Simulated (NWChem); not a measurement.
**triplet BClF2 at 3 levels**

Wanted: a comparison of 3 runs (UBHLYP/aug-cc-pVDZ, UCAM-B3LYP/aug-cc-pVDZ, UM06-2X/aug-cc-pVDZ) of triplet BClF2. 

The results are computed with NWChem 7.3.0.

2 further runs of the same task are left out: 2 that didn't finish.

## 1. The molecule

The species is BClF2 (4 atoms), meant as a triplet with charge 0. SMILES of the parent species: `FB(F)Cl`. The coordinates come from a PBE0-D4/def2-TZVP relaxation. That shape belongs to the parent species and isn't relaxed for this state.

Bond lengths: F1–B2 1.310 Å, B2–F3 1.310 Å, B2–Cl4 1.740 Å. Angles: F1–B2–F3 119.0°, F1–B2–Cl4 120.5°, F3–B2–Cl4 120.5°.

## 2. A single-point energy at UBHLYP/aug-cc-pVDZ (run 1)

bclf2.xyz

```xyz
4

F     -0.173700    -1.254300    -0.546300
B     -0.067100    -0.041300    -0.062000
F     -1.011600     0.830100    -0.317700
Cl     1.307900     0.405300     0.905700
```

run.py

```python
from ase.io import read
from ase.calculators.nwchem import NWChem

atoms = read('bclf2.xyz')

calc = NWChem(
    label='bclf2',
    theory='dft',
    memory='2200 mb',
    basis='aug-cc-pVDZ',
    basispar='spherical bse',
    dft={'xc': 'bhlyp', 'mult': '3', 'grid': 'fine', 'convergence': 'energy 1e-08', 'iterations': '100', 'mulliken': None},
    task='energy',
)
atoms.calc = calc

e = atoms.get_potential_energy()
print(f"E = {e:.6f} eV")
```

The run is started by

```
$ export ASE_NWCHEM_COMMAND="nwchem PREFIX.nwi > PREFIX.nwo"
$ python run.py
```

The log of the run:

```text
E = -18626.845349 eV
```

The calculator wrote bclf2.nwi:

```
title "bclf2"

permanent_dir bclf2

scratch_dir bclf2

start bclf2

geometry units angstrom nocenter noautosym noautoz
  F  -1.7369999999999999e-01 -1.2543000000000000e+00 -5.4630000000000001e-01
  B  -6.7100000000000007e-02 -4.1300000000000003e-02 -6.2000000000000000e-02
  F  -1.0116000000000001e+00 8.3009999999999995e-01 -3.1769999999999998e-01
  Cl 1.3079000000000001e+00 4.0529999999999999e-01 9.0569999999999995e-01
end

memory 2200 mb

basis spherical bse noprint
   * library aug-cc-pVDZ
end

dft
  xc bhlyp
  mult 3
  grid fine
  convergence energy 1e-08
  iterations 100
  mulliken
end

task dft energy
```

bclf2.nwo:

```text
Northwest Computational Chemistry Package (NWChem) 7.3.0
             --------------------------------------------------------

           Job information
           ---------------

    nwchem branch   = 7.3.0
    use scalapack   = T
    input           = bclf2.nwi
    prefix          = bclf2.
    data base       = bclf2/bclf2.db
    status          = startup
    nproc           =        1

           Memory information
           ------------------

    heap     =     72089596 doubles =      550.0 Mbytes
    stack    =     72089601 doubles =      550.0 Mbytes
    global   =    144179200 doubles =     1100.0 Mbytes (distinct from heap & stack)
    total    =    288358397 doubles =     2200.0 Mbytes
    verify   = yes
    hardfail = no

           Directory information
           ---------------------

  0 permanent = bclf2
  0 scratch   = bclf2

                                NWChem Input Module
                                -------------------

                                       bclf2
                                       -----

[... 24 lines left out ...]
            Nuclear Dipole moment (a.u.)
[... 55 lines left out ...]
  convergence criterion.
[... 16 lines left out ...]
          Convergence on density requested:  1.00D-05
[... 22 lines left out ...]
          Spatial weights used:  Erf1
[... 3 lines left out ...]
          Convergence aids based upon iterative change in
[... 80 lines left out ...]
         Total DFT energy =     -684.523946409503
[... 1 line left out ...]
           Coulomb energy =      452.346451688895
[... 1 line left out ...]
 Nuclear repulsion energy =      142.136311048784
[... 678 lines left out ...]
                     DFT Final Beta Molecular Orbital Analysis
[... 751 lines left out ...]
   alpha     81     82     83     84     85     86     87     88     89     90
    beta     81     82     83     84     85     86     87     88     89     90
 overlap   1.000  1.000  1.000  1.000  1.000  1.000  1.000  1.000  1.000  1.000

   alpha     91     92     93     94     95     96
    beta     91     92     93     94     95     96
 overlap   1.000  1.000  1.000  1.000  1.000  1.000

     --------------------------
     Expectation value of S2:
     --------------------------
      <S2> =      2.0042 (Exact =     2.0000)

 center of mass
 --------------
 x =   0.50583765 y =   0.12734856 z =   0.32796731

 moments of inertia (a.u.)
 ------------------
         293.354253054538         -18.705636940187        -162.398170522246
         -18.705636940187         384.426969828064         -71.029420539213
        -162.398170522246         -71.029420539213         436.483312382872

     Multipole analysis of the density
     ---------------------------------

     L   x y z        total         alpha         beta         nuclear
     -   - - -        -----         -----         ----         -------
     0   0 0 0     -0.000000    -21.000000    -19.000000     40.000000

     1   1 0 0      0.203755    -12.533897     -8.486050     21.223702
[... 8 lines of this table left out ...]
     2   0 0 2    -26.830042    -51.848747    -37.684131     62.702837

 Task  times  cpu:       58.3s     wall:       58.3s
 Total times  cpu:       58.4s     wall:       58.4s
```

Wall time 60 s (1 thread of Intel Xeon Platinum 8488C (Sapphire Rapids), shared host); peak memory 0.11 GiB.

## 3. The energy at UCAM-B3LYP/aug-cc-pVDZ (run 2)

run.py

```python
from ase import Atoms
from ase.calculators.nwchem import NWChem

system = Atoms('FBFCl', positions=[
    [-0.173700, -1.254300, -0.546300],
    [-0.067100, -0.041300, -0.062000],
    [-1.011600, 0.830100, -0.317700],
    [1.307900, 0.405300, 0.905700],
])

calc = NWChem(
    label='mymol',
    theory='dft',
    memory='2200 mb',
    basis='aug-cc-pVDZ',
    basispar='spherical bse',
    dft={'xc': 'xcamb88 1.00 lyp 0.81 vwn_5 0.19 hfexch 1.00', 'cam': '0.33 cam_alpha 0.19 cam_beta 0.46', 'mult': '3', 'grid': 'fine', 'convergence': 'energy 1e-08', 'direct': None, 'iterations': '100', 'mulliken': None},
    task='energy',
)
system.calc = calc

print("Total energy (eV):", round(system.get_potential_energy(), 6))
```

The run is started by

```
$ export ASE_NWCHEM_COMMAND="nwchem PREFIX.nwi > PREFIX.nwo"
$ python run.py
```

The log of the run:

```text
Total energy (eV): -18627.846271
```

The calculator wrote mymol.nwi:

```
title "mymol"

permanent_dir mymol

scratch_dir mymol

start mymol

geometry units angstrom nocenter noautosym noautoz
  F  -1.7369999999999999e-01 -1.2543000000000000e+00 -5.4630000000000001e-01
  B  -6.7100000000000007e-02 -4.1300000000000003e-02 -6.2000000000000000e-02
  F  -1.0116000000000001e+00 8.3009999999999995e-01 -3.1769999999999998e-01
  Cl 1.3079000000000001e+00 4.0529999999999999e-01 9.0569999999999995e-01
end

memory 2200 mb

basis spherical bse noprint
   * library aug-cc-pVDZ
end

dft
  xc xcamb88 1.00 lyp 0.81 vwn_5 0.19 hfexch 1.00
  cam 0.33 cam_alpha 0.19 cam_beta 0.46
  mult 3
  grid fine
  convergence energy 1e-08
  direct
  iterations 100
  mulliken
end

task dft energy
```

mymol.nwo:

```text
Northwest Computational Chemistry Package (NWChem) 7.3.0
             --------------------------------------------------------

           Job information
           ---------------

    nwchem branch   = 7.3.0
    use scalapack   = T
    input           = mymol.nwi
    prefix          = mymol.
    data base       = mymol/mymol.db
    status          = startup
    nproc           =        1

           Memory information
           ------------------

    heap     =     72089596 doubles =      550.0 Mbytes
    stack    =     72089601 doubles =      550.0 Mbytes
    global   =    144179200 doubles =     1100.0 Mbytes (distinct from heap & stack)
    total    =    288358397 doubles =     2200.0 Mbytes
    verify   = yes
    hardfail = no

           Directory information
           ---------------------

  0 permanent = mymol
  0 scratch   = mymol

                                NWChem Input Module
                                -------------------

                                       mymol
                                       -----

[... 24 lines left out ...]
            Nuclear Dipole moment (a.u.)
[... 56 lines left out ...]
  convergence criterion.
[... 17 lines left out ...]
          Convergence on density requested:  1.00D-05
[... 28 lines left out ...]
          Spatial weights used:  Erf1
[... 3 lines left out ...]
          Convergence aids based upon iterative change in
[... 80 lines left out ...]
         Total DFT energy =     -684.560729615152
[... 1 line left out ...]
           Coulomb energy =      452.333644656590
[... 1 line left out ...]
 Nuclear repulsion energy =      142.136311048784
[... 680 lines left out ...]
                     DFT Final Beta Molecular Orbital Analysis
[... 753 lines left out ...]
   alpha     81     82     83     84     85     86     87     88     89     90
    beta     81     82     83     84     85     86     87     88     89     90
 overlap   1.000  1.000  1.000  1.000  1.000  1.000  1.000  1.000  1.000  1.000

   alpha     91     92     93     94     95     96
    beta     91     92     93     94     95     96
 overlap   1.000  1.000  1.000  1.000  1.000  1.000

     --------------------------
     Expectation value of S2:
     --------------------------
      <S2> =      2.0031 (Exact =     2.0000)

 center of mass
 --------------
 x =   0.50583765 y =   0.12734856 z =   0.32796731

 moments of inertia (a.u.)
 ------------------
         293.354253054538         -18.705636940187        -162.398170522246
         -18.705636940187         384.426969828064         -71.029420539213
        -162.398170522246         -71.029420539213         436.483312382872

     Multipole analysis of the density
     ---------------------------------

     L   x y z        total         alpha         beta         nuclear
     -   - - -        -----         -----         ----         -------
     0   0 0 0     -0.000000    -21.000000    -19.000000     40.000000

     1   1 0 0      0.254414    -12.402750     -8.566537     21.223702
[... 8 lines of this table left out ...]
     2   0 0 2    -26.409400    -51.328270    -37.783967     62.702837

 Task  times  cpu:      144.2s     wall:      144.2s
 Total times  cpu:      144.3s     wall:      144.3s
```

It took 2.4 min on 1 thread of Intel Xeon Platinum 8488C (Sapphire Rapids), shared host; peak memory 0.11 GiB.

## 4. The energy at UM06-2X/aug-cc-pVDZ (run 3)

calc.nw

```
start calc
title "BClF2"
memory 2200 mb

geometry noautosym nocenter noautoz
  F     -0.173700    -1.254300    -0.546300
  B     -0.067100    -0.041300    -0.062000
  F     -1.011600     0.830100    -0.317700
  Cl     1.307900     0.405300     0.905700
end

basis "ao basis" spherical bse
  * library aug-cc-pVDZ
end

dft
  xc m06-2x
  mult 3
  grid fine
  convergence energy 1e-08
  maxiter 100
  mulliken
end

task dft energy
```

The run is started by

```
$ nwchem calc.nw > calc.out
```

The log of the run:

```text
[...]
          Wavefunction type:  spin polarized.
          No. of atoms     :     4
          No. of electrons :    40
[...]
          Charge           :     0
          Spin multiplicity:     3
[...]
          AO basis - number of functions:    96
[...]
              XC Information
              --------------
                       M06-2X Method XC Functional
                     Hartree-Fock (Exact) Exchange  0.540
                        M06-2X Exchange Functional  1.000
                      M06-2X Correlation Potential  1.000
[...]
 d= 0,ls=0.0,diis     1   -684.3424920345 -8.26D+02  7.71D-02  2.90D-01     5.3
[...]
 d= 0,ls=0.0,diis    18   -684.5104316713 -2.89D-09  5.05D-06  1.28D-10    71.6
[...]
         Total DFT energy =     -684.510431671269
      One electron energy =    -1225.896317303922
           Coulomb energy =      452.308587091848
    Exchange-Corr. energy =      -53.059012507979
 Nuclear repulsion energy =      142.136311048785
[...]
      Total Density - Mulliken Population Analysis
     ---------------------------------------------
    Atom       Charge   Shell Charges
 -----------   ------   -------------------------------------------------------
    1 F    9     9.27   2.00  0.90  0.96  0.13  3.33  1.83  0.09  0.01  0.01
    2 B    5     5.12   2.02  0.56  0.10  0.68  1.42 -0.13  0.07  0.34  0.06
    3 F    9     9.27   2.00  0.90  0.96  0.13  3.33  1.83  0.09  0.01  0.01
    4 Cl  17    16.35   2.00  2.03  1.06  0.82 -0.06  6.00  2.90  1.53  0.00  0.03  0.03
[...]
      <S2> =      2.0038 (Exact =     2.0000)
[...]
```

Wall time 72 s (1 thread of Intel Xeon Platinum 8488C (Sapphire Rapids), shared host); peak memory 0.11 GiB.

## 5. All runs side by side

| run | level | energy (Eh) | dipole moment (D) | HOMO energy (eV) | ⟨S²⟩ | wall time |
| --- | --- | --- | --- | --- | --- | --- |
| 1 | UBHLYP/aug-cc-pVDZ | -684.523946 | 0.66 | -3.04 | 2.004 | 60 s |
| 2 | UCAM-B3LYP/aug-cc-pVDZ | -684.560730 | 0.82 | -3.42 | 2.003 | 2.4 min |
| 3 | UM06-2X/aug-cc-pVDZ | -684.510432 | 0.66 | -3.21 | 2.004 | 72 s |

## 6. Results

| quantity | value |
| --- | --- |
| run 3: total energy | -684.51043 Eh |
| run 3: dipole moment | 0.66 D |
| run 3: HOMO energy (highest over α and β) | -3.21 eV |
| run 3: ⟨S²⟩ | 2.004 |

In words: The dipole moment (its size) runs from 0.66 D (UBHLYP/aug-cc-pVDZ) to 0.82 D (UCAM-B3LYP/aug-cc-pVDZ). Totals of different functionals can't be ranked against each other. All runs together took 4.6 min, the longest 2.4 min.
